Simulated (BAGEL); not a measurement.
**CH4ClFOSi (SMILES C[Si](O)(F)Cl): levels of theory compared**

We compute a comparison of 4 runs (B3LYP/6-31G*, B3LYP/def2-SVP, PBE0/def2-SVP, RI-MP2/def2-SVP) of CH4ClFOSi. 

Program for the calculation: BAGEL 1.2.2.

5 further runs of the same task are left out: 4 that didn't finish, 1 set aside as unsound or not needed.

## (1) The structure to begin with

CH4ClFOSi: 9 atoms, total charge 0, spin state singlet. As SMILES, `C[Si](O)(F)Cl`. Geometry: relaxed at PBE0-D4/def2-TZVP. This is one conformer, not always the lowest.

Bond lengths: C1–Si2 1.834 Å, Si2–O3 1.623 Å, Si2–F4 1.591 Å, Si2–Cl5 2.049 Å, C1–H6 1.091 Å, C1–H7 1.091 Å, C1–H8 1.092 Å, O3–H9 0.958 Å. Some angles: C1–Si2–O3 109.4°, C1–Si2–F4 110.3°, C1–Si2–Cl5 112.0°, O3–Si2–F4 109.9°, O3–Si2–Cl5 110.0°, F4–Si2–Cl5 105.2°, Si2–C1–H6 110.4°, Si2–C1–H7 110.5°, Si2–C1–H8 110.0°, Si2–O3–H9 119.2°.

## (2) A single-point energy at B3LYP/6-31G(d) (density fitting with cc-pvqz-jkfit, spherical functions) (run 1)

The input, calc.json:

```json
{ "bagel": [

{
  "title": "molecule",
  "basis": "6-31gs.json",
  "df_basis": "cc-pvqz-jkfit",
  "angstrom": "true",
  "geometry": [
    { "atom": "C", "xyz": [      -1.142400,      -0.178600,       0.512200 ] },
    { "atom": "Si", "xyz": [       0.561300,       0.218400,      -0.038000 ] },
    { "atom": "O", "xyz": [       1.048100,      -0.886600,      -1.122500 ] },
    { "atom": "F", "xyz": [       1.553300,       0.230300,       1.206200 ] },
    { "atom": "Cl", "xyz": [       0.689400,       2.097500,      -0.845100 ] },
    { "atom": "H", "xyz": [      -1.833600,      -0.141900,      -0.331500 ] },
    { "atom": "H", "xyz": [      -1.476300,       0.534700,       1.267700 ] },
    { "atom": "H", "xyz": [      -1.171800,      -1.182300,       0.942400 ] },
    { "atom": "H", "xyz": [       1.860700,      -0.738000,      -1.608600 ] }
  ]
},

{ "title": "ks", "xc_func": "b3lyp" },

{ "title": "print", "file": "orbitals.molden", "orbitals": "true" }

]}
```

The basis set 6-31G* is read from a file made from the Basis Set Exchange's data (not shown).

Started as:

```bash
$ BAGEL_NUM_THREADS=1 BAGEL calc.json > calc.out
```

The log of the run:

```text
* using 1 threads per process

  ===============================================================
  ===============================================================

  *** Geometry ***

  { "atom" : "C", "xyz" : [     -2.158823,     -0.337505,      0.967918 ] },
  { "atom" : "Si", "xyz" : [      1.060703,      0.412716,     -0.071810 ] },
  { "atom" : "O", "xyz" : [      1.980622,     -1.675431,     -2.121218 ] },
  { "atom" : "F", "xyz" : [      2.935312,      0.435204,      2.279388 ] },
  { "atom" : "Cl", "xyz" : [      1.302777,      3.963701,     -1.597008 ] },
  { "atom" : "H", "xyz" : [     -3.465002,     -0.268152,     -0.626444 ] },
  { "atom" : "H", "xyz" : [     -2.789803,      1.010437,      2.395606 ] },
  { "atom" : "H", "xyz" : [     -2.214381,     -2.234223,      1.780878 ] },
  { "atom" : "H", "xyz" : [      3.516213,     -1.394618,     -3.039813 ] },

  Number of auxiliary basis functions:      818

  Since a DF basis is specified, we compute 2- and 3-index integrals:
    o Being stored without compression. Storage requirement is 0.048 GB

  Number of basis functions:       86
  Number of electrons      :       58

    * METHOD: MOLECULE                             1.09

  *** Kohn-Sham DFT ***

    * Removing 17815 points whose weight is below 1.00e-10
    * Grid points: 116339

  === Nuclear Repulsion ===
   314.0420080391

       - DIIS with orbital gradients will be used.

  === KS iteration (b3lyp / 6-31gs.json) ===
      0       -925.14187632          0.12963176           0.90
      1       -846.23096225          0.26897693           0.83
      2       -888.92076840          0.13501687           0.78
      3       -892.21104816          0.22612327           0.76
      4       -954.15390684          0.12294216           0.77
      5       -954.27186503          0.09952741           0.73
      6       -957.57026116          0.09946530           0.75
      7       -964.08274649          0.04777040           0.75
      8       -964.50824729          0.03856948           0.76
      9       -965.40498816          0.00778004           0.81
     10       -965.42584352          0.00441103           0.87
     11       -965.43666064          0.00079050           0.85
     12       -965.43702507          0.00014025           0.79
     13       -965.43703069          0.00010253           0.80
     14       -965.43703574          0.00002676           0.81
     15       -965.43703611          0.00000313           0.78
     16       -965.43703612          0.00000217           0.75
     17       -965.43703612          0.00000074           0.85
     18       -965.43703612          0.00000032           0.76
     19       -965.43703612          0.00000003           0.76
     20       -965.43703612          0.00000001           0.77
    * SCF iteration converged.

    * Permanent dipole moment:
           (    0.179650,     0.408504,     0.188626) a.u.

    * METHOD: KS                                  17.78

    * METHOD: PRINT                                0.02

  ===============================================================
```

Run time: 19 s. Hardware: 1 thread of Intel Xeon Platinum 8259CL at 2.50GHz (Skylake/Cascade Lake), shared host; peak memory 0.53 GiB.

## (3) A single-point energy at B3LYP/def2-SVP (density fitting with cc-pvqz-jkfit) (run 2)

The input, calc.json:

```json
{ "bagel" : [

{
  "title" : "molecule",
  "basis" : "svp",
  "df_basis" : "cc-pvqz-jkfit",
  "angstrom" : true,
  "geometry" : [
    { "atom" : "C", "xyz" : [      -1.142400,      -0.178600,       0.512200 ] },
    { "atom" : "Si", "xyz" : [       0.561300,       0.218400,      -0.038000 ] },
    { "atom" : "O", "xyz" : [       1.048100,      -0.886600,      -1.122500 ] },
    { "atom" : "F", "xyz" : [       1.553300,       0.230300,       1.206200 ] },
    { "atom" : "Cl", "xyz" : [       0.689400,       2.097500,      -0.845100 ] },
    { "atom" : "H", "xyz" : [      -1.833600,      -0.141900,      -0.331500 ] },
    { "atom" : "H", "xyz" : [      -1.476300,       0.534700,       1.267700 ] },
    { "atom" : "H", "xyz" : [      -1.171800,      -1.182300,       0.942400 ] },
    { "atom" : "H", "xyz" : [       1.860700,      -0.738000,      -1.608600 ] }
  ]
},

{
  "title" : "ks",
  "xc_func" : "b3lyp"
},

{
  "title" : "print",
  "file" : "orbitals.molden",
  "orbitals" : true
}

]}
```

Started as:

```bash
$ BAGEL_NUM_THREADS=1 BAGEL calc.json > calc.out
```

The log of the run:

```text
* using 1 threads per process

  ===============================================================
  ===============================================================

  *** Geometry ***

  { "atom" : "C", "xyz" : [     -2.158823,     -0.337505,      0.967918 ] },
  { "atom" : "Si", "xyz" : [      1.060703,      0.412716,     -0.071810 ] },
  { "atom" : "O", "xyz" : [      1.980622,     -1.675431,     -2.121218 ] },
  { "atom" : "F", "xyz" : [      2.935312,      0.435204,      2.279388 ] },
  { "atom" : "Cl", "xyz" : [      1.302777,      3.963701,     -1.597008 ] },
  { "atom" : "H", "xyz" : [     -3.465002,     -0.268152,     -0.626444 ] },
  { "atom" : "H", "xyz" : [     -2.789803,      1.010437,      2.395606 ] },
  { "atom" : "H", "xyz" : [     -2.214381,     -2.234223,      1.780878 ] },
  { "atom" : "H", "xyz" : [      3.516213,     -1.394618,     -3.039813 ] },

  Number of auxiliary basis functions:      818

  Since a DF basis is specified, we compute 2- and 3-index integrals:
    o Being stored without compression. Storage requirement is 0.063 GB

  Number of basis functions:       98
  Number of electrons      :       58

    * METHOD: MOLECULE                             1.08

  *** Kohn-Sham DFT ***

    * Removing 17815 points whose weight is below 1.00e-10
    * Grid points: 116339

  === Nuclear Repulsion ===
   314.0420080391

       - DIIS with orbital gradients will be used.

  === KS iteration (b3lyp / svp) ===
      0       -925.41410599          0.11199963           0.96
      1       -839.09082360          0.18101227           0.78
      2       -889.65838892          0.12110091           0.80
      3       -952.79938693          0.12446896           0.79
      4       -957.32099441          0.07136383           0.78
      5       -957.64060277          0.08801029           0.78
      6       -964.54646732          0.02818859           0.81
      7       -964.54717802          0.02558739           0.77
      8       -965.04349337          0.00777108           0.77
      9       -965.07750286          0.00193165           0.78
     10       -965.07948405          0.00046477           0.78
     11       -965.07962219          0.00018637           0.82
     12       -965.07963753          0.00008527           0.79
     13       -965.07964346          0.00002058           0.78
     14       -965.07964363          0.00001414           0.78
     15       -965.07964373          0.00000549           0.78
     16       -965.07964375          0.00000125           0.78
     17       -965.07964375          0.00000054           0.78
     18       -965.07964375          0.00000032           0.77
     19       -965.07964375          0.00000015           0.77
     20       -965.07964375          0.00000004           0.77
     21       -965.07964375          0.00000002           0.80
     22       -965.07964375          0.00000001           0.79
     23       -965.07964375          0.00000000           0.78
    * SCF iteration converged.

    * Permanent dipole moment:
           (    0.171921,     0.300593,     0.260364) a.u.

    * METHOD: KS                                  20.31

    * METHOD: PRINT                                0.02

  ===============================================================
```

It took 22 s on 1 thread of Intel Xeon Platinum 8259CL at 2.50GHz (Skylake/Cascade Lake), shared host; peak memory 0.58 GiB.

Run 3 isn't shown in full; the table further down has it.

## (4) A single-point energy at RI-MP2/def2-SVP (density fitting with cc-pvqz-jkfit) (run 4)

The input, input.json:

```json
{ "bagel" : [

{
  "title" : "molecule",
  "basis" : "svp",
  "df_basis" : "cc-pvqz-jkfit",
  "angstrom" : true,
  "geometry" : [
    { "atom" : "C", "xyz" : [      -1.142400,      -0.178600,       0.512200 ] },
    { "atom" : "Si", "xyz" : [       0.561300,       0.218400,      -0.038000 ] },
    { "atom" : "O", "xyz" : [       1.048100,      -0.886600,      -1.122500 ] },
    { "atom" : "F", "xyz" : [       1.553300,       0.230300,       1.206200 ] },
    { "atom" : "Cl", "xyz" : [       0.689400,       2.097500,      -0.845100 ] },
    { "atom" : "H", "xyz" : [      -1.833600,      -0.141900,      -0.331500 ] },
    { "atom" : "H", "xyz" : [      -1.476300,       0.534700,       1.267700 ] },
    { "atom" : "H", "xyz" : [      -1.171800,      -1.182300,       0.942400 ] },
    { "atom" : "H", "xyz" : [       1.860700,      -0.738000,      -1.608600 ] }
  ]
},

{ "title" : "hf" },

{ "title" : "mp2", "ncore" : 13 }

]}
```

Started as:

```bash
$ BAGEL_NUM_THREADS=1 BAGEL input.json > input.out
```

The log of the run:

```text
* using 1 threads per process

  ===============================================================
  ===============================================================

  *** Geometry ***

  { "atom" : "C", "xyz" : [     -2.158823,     -0.337505,      0.967918 ] },
  { "atom" : "Si", "xyz" : [      1.060703,      0.412716,     -0.071810 ] },
  { "atom" : "O", "xyz" : [      1.980622,     -1.675431,     -2.121218 ] },
  { "atom" : "F", "xyz" : [      2.935312,      0.435204,      2.279388 ] },
  { "atom" : "Cl", "xyz" : [      1.302777,      3.963701,     -1.597008 ] },
  { "atom" : "H", "xyz" : [     -3.465002,     -0.268152,     -0.626444 ] },
  { "atom" : "H", "xyz" : [     -2.789803,      1.010437,      2.395606 ] },
  { "atom" : "H", "xyz" : [     -2.214381,     -2.234223,      1.780878 ] },
  { "atom" : "H", "xyz" : [      3.516213,     -1.394618,     -3.039813 ] },

  Number of auxiliary basis functions:      818

  Since a DF basis is specified, we compute 2- and 3-index integrals:
    o Being stored without compression. Storage requirement is 0.063 GB

  Number of basis functions:       98
  Number of electrons      :       58

    * METHOD: MOLECULE                             1.11

  *** RHF ***

  === Nuclear Repulsion ===
   314.0420080391

      * DIIS with orbital gradients will be used.

  === RHF iteration (svp) ===
      0       -962.45466370          0.01870198           0.28
      1       -962.63428270          0.01103378           0.24
      2       -962.71216736          0.00119308           0.35
      3       -962.71336652          0.00039796           0.29
      4       -962.71348986          0.00005292           0.26
      5       -962.71349290          0.00001305           0.23
      6       -962.71349309          0.00000648           0.23
      7       -962.71349313          0.00000118           0.25
      8       -962.71349313          0.00000035           0.22
      9       -962.71349313          0.00000012           0.23
     10       -962.71349313          0.00000005           0.23
     11       -962.71349313          0.00000002           0.23
     12       -962.71349313          0.00000000           0.24
    * SCF iteration converged.

    * Permanent dipole moment:
           (    0.202029,     0.297509,     0.282165) a.u.

    * METHOD: HF                                   3.84

  *** RHF ***

  === Nuclear Repulsion ===
   314.0420080391

      * DIIS with orbital gradients will be used.

  === RHF iteration (svp) ===
      0       -962.71349313          0.00000000           0.22
    * SCF iteration converged.

    * Permanent dipole moment:
           (    0.202029,     0.297509,     0.282165) a.u.

  === DF-MP2 calculation ===

    * freezing 13 orbitals
    * 3-index integral transformation done
    * assembly done

      MP2 correlation energy:   -0.7378395134      0.13

      MP2 total energy:       -963.4513326438

    * METHOD: MP2                                  0.61

  ===============================================================
```

Wall time 6 s (1 thread of Intel Xeon Platinum 8259CL at 2.50GHz (Skylake/Cascade Lake), shared host); peak memory 0.22 GiB.

## (5) Overview of the runs

```tsv
run	level	frozen core orbitals	energy (Eh)	dipole moment (D)	HOMO energy (eV)	LUMO energy (eV)	wall time
1	B3LYP/6-31G* (density fitting with cc-pvqz-jkfit, spherical functions)	–	-965.437036	1.23	-8.82	1.03	19 s
2	B3LYP/def2-SVP (density fitting with cc-pvqz-jkfit)	–	-965.079644	1.10	-8.72	0.91	22 s
3	PBE0/def2-SVP (density fitting with cc-pvqz-jkfit)	–	-964.555150	1.15	-9.10	1.28	19 s
4	RI-MP2/def2-SVP (density fitting with cc-pvqz-jkfit)	13	-963.451333	–	–	–	6 s
```

## (6) Summary of results

| quantity | value |
| --- | --- |
| run 4: total energy | -963.45133 Eh |
| run 4: correlation energy (13 core orbitals frozen) | -737.8 mEh |

Over runs 1, 2, 3 the dipole moment (its size) runs from 1.10 D (B3LYP/def2-SVP) to 1.23 D (B3LYP/6-31G*). Over runs 1, 2, 3 the HOMO–LUMO gap runs from 9.63 eV (B3LYP/def2-SVP) to 10.38 eV (PBE0/def2-SVP). Totals of different functionals can't be ranked against each other. All runs together took 66 s, the longest 22 s.
